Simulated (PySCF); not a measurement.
# AlCl3 (Aluminum trichloride): the cost of one run

The runs use PySCF 2.14.0, with density-fitted response routines of our own; the level of theory stands in each step. All values are computed, except where a source is named. Atoms are numbered from 0 throughout.

## 1. Starting geometry

4 atoms, charge 0, multiplicity 1; geometry from: GFN2-xTB. The atoms were then displaced at random by about 0.03 Å, so the start is not that level's minimum.

Bonds of the start (Å): Cl0–Al1 2.12, Al1–Cl2 2.05, Al1–Cl3 1.95.

## 2. Geometry optimisation at PBE0-D3(BJ)/def2-SVP

What the job is given:

```
{"job": {"xc": "PBE0", "basis": "def2-SVP", "d3": "d3bj", "grid": 1, "shake": 0.03, "kind": "geom"}, "charge": 0, "multiplicity": 1}
Cl     2.089280    -0.276580     0.014550
Al    -0.008290    -0.007210    -0.019070
Cl    -0.904940     1.841270    -0.032070
Cl    -1.072290    -1.638370    -0.039590
```

The run is started by

```console
> OMP_NUM_THREADS=1 python probes_run.py task.json out
```

One launch serves the whole session: the jobs run in the order shown.

**Question.** How long does this first job take on 1 thread of Intel Xeon Platinum 8488C, shared host, and how much memory does it need?

About 9.6 s, with a peak of 0.31 GiB.
